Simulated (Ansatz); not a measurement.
**C6H10BFO2: a ladder of functionals and wavefunction methods**

An exercise on one series of results from a longer session: the logs are not shown, and one member is left open.

Program: Ansatz 0.2.0, Gaussian basis. Level of theory: functionals in def2-TZVPP, the program's frozen cores in correlated methods. These are calculated values, not measurements.

Levels to be run: LDA (SPW92), PBE-D4, revPBE-D4, BLYP-D4, r2SCAN-D4, B97M-V, PBE0-D4, B3LYP-D4, r2SCANh-D4, r2SCAN0-D4, HSE06-D4, BHLYP-D4, CAM-B3LYP-D4, LC-ωPBE, ωB97X-V, ωB97M-V, B2PLYP, PBE-QIDH; CCSD(T)/def2-SVP; CCSD(T)/def2-TZVPP; MP2/def2-QZVPP; extrapolation to the limit; RPA on PBE.

### Structure used throughout

All runs share one geometry, relaxed beforehand with PBE0-D4 in a triple-zeta def2 set.

SMILES `CC1=CC(C)=[O+][B-](C)(F)O1`, 20 atoms, charge 0, spin multiplicity 1.

Atoms are counted from 1 here; the program's logs count them from 0.

Bond lengths: C1–C2 1.486 Å, C1–H11 1.093 Å, C1–H12 1.088 Å, C1–H13 1.092 Å, C2–C3 1.389 Å, C2–O10 1.277 Å, C3–C4 1.389 Å, C3–H14 1.079 Å, C4–C5 1.486 Å, C4–O6 1.277 Å, C5–H15 1.088 Å, C5–H16 1.093 Å, C5–H17 1.092 Å, O6–B7 1.530 Å, B7–C8 1.582 Å, B7–F9 1.382 Å, B7–O10 1.530 Å, C8–H18 1.093 Å and more. Angles: C2–C1–H11 108.8°, C2–C1–H12 112.1°, C2–C1–H13 109.3°, H11–C1–H12 109.5°, H11–C1–H13 107.1°, H12–C1–H13 109.9°, C1–C2–C3 122.3°, C1–C2–O10 115.6°, C3–C2–O10 122.1°, C2–C3–C4 118.5°, C2–C3–H14 120.6°, C4–C3–H14 120.6°, C3–C4–C5 122.3°, C3–C4–O6 122.1°, C5–C4–O6 115.6°, C4–C5–H15 112.1°, C4–C5–H16 108.8°, C4–C5–H17 109.3° and more.

Set-up of the first run:

File in.yaml:

```yaml
crystal:
  periodic: [false, false, false]
  atoms:
    - {symbol: C, position_ang: [1.402697, -2.123583, -1.257914]}
    - {symbol: C, position_ang: [0.667823, -0.974473, -0.667726]}
    - {symbol: C, position_ang: [-0.682333, -0.753654, -0.908621]}
    - {symbol: C, position_ang: [-1.331245, 0.239446, -0.185828]}
    - {symbol: C, position_ang: [-2.803979, 0.430686, -0.243645]}
    - {symbol: O, position_ang: [-0.703393, 1.025744, 0.600522]}
    - {symbol: B, position_ang: [0.821598, 1.139701, 0.560594]}
    - {symbol: C, position_ang: [1.390423, 1.509316, 1.989475]}
    - {symbol: F, position_ang: [1.112117, 2.023775, -0.460725]}
    - {symbol: O, position_ang: [1.350707, -0.221421, 0.105246]}
    - {symbol: H, position_ang: [2.194401, -1.739950, -1.906761]}
    - {symbol: H, position_ang: [0.748074, -2.777285, -1.831025]}
    - {symbol: H, position_ang: [1.888245, -2.690439, -0.460663]}
    - {symbol: H, position_ang: [-1.238712, -1.412424, -1.557253]}
    - {symbol: H, position_ang: [-3.290965, -0.324069, -0.858077]}
    - {symbol: H, position_ang: [-3.014947, 1.423534, -0.649486]}
    - {symbol: H, position_ang: [-3.212068, 0.405052, 0.769048]}
    - {symbol: H, position_ang: [2.480960, 1.581969, 1.962161]}
    - {symbol: H, position_ang: [1.124168, 0.769205, 2.749168]}
    - {symbol: H, position_ang: [1.004731, 2.478169, 2.317911]}
basis:
  gaussian: {orbitals: def2-TZVPP}
hamiltonian: {xc: lda}
output: {orbitals: {seedname: orbitals}}
```

Started as:

```bash
ansatz run in.yaml --threads 4 --pin off --events-out ev --progress --plain --max-ram 66560MiB --backend cuda --devices 0, --max-vram 37GiB
```

Steps of the session up to this table: LDA; PBE-D4 (GGA); revPBE-D4 (GGA); BLYP-D4 (GGA); r2SCAN-D4 (meta-GGA); B97M-V (meta-GGA); B3LYP-D4 (hybrid); r2SCANh-D4 (hybrid); r2SCAN0-D4 (hybrid); HSE06-D4 (hybrid); BHLYP-D4 (hybrid); CAM-B3LYP-D4 (range-separated); LC-ωPBE (range-separated); ωB97X-V (range-separated); ωB97M-V (range-separated); B2PLYP (double hybrid); PBE-QIDH (double hybrid).

One of the session's tables, all rows but one given; the rest of the session is left out.

It belongs to the step «Frontier levels by functional». 

```
  functional  HOMO (eV)  LUMO (eV)  gap (eV)
 LDA (SPW92)      -6.56      -3.12      3.45
      PBE-D4      -6.37      -2.88      3.49
   revPBE-D4      -6.29      -2.79      3.50
     BLYP-D4          ?          ?         ?
   r2SCAN-D4      -6.60      -2.74      3.86
      B97M-V      -6.64      -2.66      3.98
     PBE0-D4      -7.53      -2.01      5.52
    B3LYP-D4      -7.34      -2.23      5.11
  r2SCANh-D4      -7.04      -2.41      4.62
  r2SCAN0-D4      -7.70      -1.92      5.77
    HSE06-D4      -7.13      -2.39      4.74
    BHLYP-D4      -8.57      -0.97      7.61
CAM-B3LYP-D4      -8.83      -0.92      7.91
     LC-ωPBE     -10.08       0.18     10.26
     ωB97X-V      -9.76       0.15      9.92
     ωB97M-V      -9.69       0.09      9.78
```

Estimate the missing values for BLYP-D4.

Worked estimate for «HOMO (eV)». Against the share of exact exchange, B3LYP-D4 (0.2, -7.34), BHLYP-D4 (0.5, -8.57) give a slope of -4.10 per unit share; at 0 the line stands at -6.52.

As computed: HOMO (eV): -6.25; LUMO (eV): -2.76; gap (eV): 3.49. In «HOMO (eV)» the line misses by -0.27.
